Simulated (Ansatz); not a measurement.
**C₃H₁₀BN: one species, many methods**

Aim: compute C₃H₁₀BN with functionals from several rungs and with coupled cluster. The yardstick is the atomisation energy at the CCSD(T) limit.

Computed with Ansatz 0.2.0, Gaussian basis. Level: functionals in def2-TZVPP, the program's frozen cores in correlated methods.

Plan: LDA (SPW92), PBE-D4, revPBE-D4, BLYP-D4, r2SCAN-D4, B97M-V, PBE0-D4, B3LYP-D4, r2SCANh-D4, r2SCAN0-D4, HSE06-D4, BHLYP-D4, CAM-B3LYP-D4, LC-ωPBE, ωB97X-V, ωB97M-V, B2PLYP, PBE-QIDH; CCSD(T)/def2-SVP; CCSD(T)/def2-TZVPP; MP2/def2-QZVPP; extrapolation to the limit; RPA on PBE.

### Step 1. Structure used throughout

An earlier PBE0-D4 in a triple-zeta def2 set relaxation fixed the geometry.

SMILES `CCB(C)N`, 15 atoms, charge 0, spin multiplicity 1.

Atoms are counted from 1 here; the program's logs count them from 0.

Bond lengths: C1–C2 1.527 Å, C1–H6 1.093 Å, C1–H7 1.093 Å, C1–H8 1.094 Å, C2–B3 1.583 Å, C2–H9 1.097 Å, C2–H10 1.100 Å, B3–C4 1.577 Å, B3–N5 1.398 Å, C4–H11 1.093 Å, C4–H12 1.096 Å, C4–H13 1.095 Å, N5–H14 1.006 Å, N5–H15 1.006 Å. Angles: C2–C1–H6 112.0°, C2–C1–H7 111.3°, C2–C1–H8 111.4°, H6–C1–H7 107.4°, H6–C1–H8 107.4°, H7–C1–H8 107.1°, C1–C2–B3 114.9°, C1–C2–H9 109.8°, C1–C2–H10 108.6°, B3–C2–H9 111.0°, B3–C2–H10 106.8°, H9–C2–H10 105.3°, C2–B3–C4 121.4°, C2–B3–N5 119.1°, C4–B3–N5 119.5°, B3–C4–H11 114.0°, B3–C4–H12 110.2°, B3–C4–H13 111.3° and more.

### Step 2. LDA

This LDA is Slater exchange with PW92 correlation.

in.yaml reads:

```yaml
crystal:
  periodic: [false, false, false]
  atoms:
    - {symbol: C, position_ang: [-1.711878, 0.570833, 0.623965]}
    - {symbol: C, position_ang: [-0.400192, 1.044954, 0.002105]}
    - {symbol: B, position_ang: [0.618874, -0.108766, -0.365856]}
    - {symbol: C, position_ang: [0.884803, -1.313615, 0.616801]}
    - {symbol: N, position_ang: [1.305757, -0.047389, -1.582131]}
    - {symbol: H, position_ang: [-2.363909, 1.406945, 0.889777]}
    - {symbol: H, position_ang: [-1.534453, -0.008046, 1.533898]}
    - {symbol: H, position_ang: [-2.269385, -0.071850, -0.063478]}
    - {symbol: H, position_ang: [-0.609965, 1.676950, -0.869520]}
    - {symbol: H, position_ang: [0.110749, 1.702478, 0.720499]}
    - {symbol: H, position_ang: [1.710539, -1.961955, 0.311172]}
    - {symbol: H, position_ang: [-0.010768, -1.940046, 0.697803]}
    - {symbol: H, position_ang: [1.091690, -0.960794, 1.632624]}
    - {symbol: H, position_ang: [1.991176, -0.727610, -1.863383]}
    - {symbol: H, position_ang: [1.165260, 0.687112, -2.254874]}
basis:
  gaussian: {orbitals: def2-TZVPP}
hamiltonian: {xc: lda}
output: {orbitals: {seedname: orbitals}}
```

Launch:

```
ansatz run in.yaml --threads 4 --pin off --events-out ev --progress --plain --max-ram 10444MiB
```

Further steps of the session: PBE-D4 (GGA); revPBE-D4 (GGA); BLYP-D4 (GGA); r2SCAN-D4 (meta-GGA); B97M-V (meta-GGA); PBE0-D4 (hybrid); B3LYP-D4 (hybrid); r2SCANh-D4 (hybrid); r2SCAN0-D4 (hybrid); HSE06-D4 (hybrid); BHLYP-D4 (hybrid); CAM-B3LYP-D4 (range-separated); LC-ωPBE (range-separated); ωB97X-V (range-separated); ωB97M-V (range-separated); B2PLYP (double hybrid); PBE-QIDH (double hybrid); CCSD(T) in def2-SVP; CCSD(T) in def2-TZVPP; MP2 in def2-QZVPP; RPA on PBE orbitals.

Q: Predict the results of all the runs planned. Wanted: atomisation energy, CCSD(T)/CBS; farthest beyond LDA; mean size of error, GGA; mean size of error, meta-GGA; mean size of error, hybrid; mean size of error, range-separated; mean size of error, double hybrid; gap, smallest and largest; T1 diagnostic.

The runs gave:

| quantity | value |
| --- | --- |
| atomisation energy, CCSD(T)/CBS | 5865.0 kJ/mol |
| functionals within 29.3 kJ/mol (0.5 %) | revPBE-D4, BLYP-D4, r2SCAN-D4, r2SCANh-D4, r2SCAN0-D4, LC-ωPBE, ωB97X-V, PBE-QIDH |
| farthest beyond LDA | PBE-D4 (+114.7 kJ/mol) |
| mean size of error, GGA | 43.4 kJ/mol |
| mean size of error, meta-GGA | 26.7 kJ/mol |
| mean size of error, hybrid | 42.6 kJ/mol |
| mean size of error, range-separated | 31.5 kJ/mol |
| mean size of error, double hybrid | 17.9 kJ/mol |
| gap, smallest and largest | 6.58 eV (LDA (SPW92)), 13.63 eV (LC-ωPBE) |
| T1 diagnostic | 0.0102 |
| triples share of the correlation energy | 3.7 % |

**Reading.** The LDA atomisation energy is off by 773.7 kJ/mol (13 %): it overbinds. PBE-D4 misses by +114.7 kJ/mol. Double hybrids carry the basis error of their MP2 part in triple zeta, and no dispersion term here, so their miss is partly the set-up's. The rungs double hybrid, meta-GGA miss on average by less than the doubt on the reference (29.3 kJ/mol), so they tie. The reference freezes the cores and leaves out relativity and excitations past (T), so misses under about 29.3 kJ/mol can't be ranked. Hartree-Fock recovers 76 % of the binding; the rest is correlation. CCSD(T) in def2-SVP is off by -239.2 kJ/mol, so the small basis spoils what the method gains. The gap grows from 6.6 to 13.6 eV across the functionals, mostly with the share of exact exchange.
